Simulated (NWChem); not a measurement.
# CsNa (NaCs): PBE/def2-TZVPPD (core potential)

We compute a single-point energy of CsNa (NaCs). 

The calculation is run with NWChem 7.3.0.

## (1) The system as given

The species is CsNa (2 atoms), meant as a singlet with charge 0. As SMILES, `[Na][Cs]`. The Na1–Cs2 distance was set to 5.857 Å, away from the relaxed value.

Bond lengths: Na1–Cs2 5.857 Å.

## (2) A single-point energy at PBE/def2-TZVPPD (core potential)

Input file sp.xyz:

```xyz
2
CsNa
Na     0.000000     0.000000    -2.211790
Cs     0.000000     0.000000     3.645610
```

Input file sp.nw:

```
echo
start sp
title "CsNa"
memory 2200 mb
geometry units angstrom noautosym nocenter noautoz
load format xyz sp.xyz
end
basis spherical bse
* library def2-TZVPPD
end
ecp bse
Cs library def2-TZVPPD
end
dft
xc xpbe96 cpbe96
mult 1
grid xfine
convergence energy 1e-08
maxiter 100
mulliken
noprint "final vectors analysis"
end
task dft energy
```

On the command line:

```
$ nwchem sp.nw > sp.out
```

Q: Predict the results. Wanted: total energy; dipole moment.

Computed results:

At PBE/def2-TZVPPD (core potential):

| quantity | value |
| --- | --- |
| total energy | -182.31495 Eh |
| dipole moment | 5.18 D |

**Reading.** The run may have ended on a state above the lowest. The SCF solution is unstable: a lower one exists.
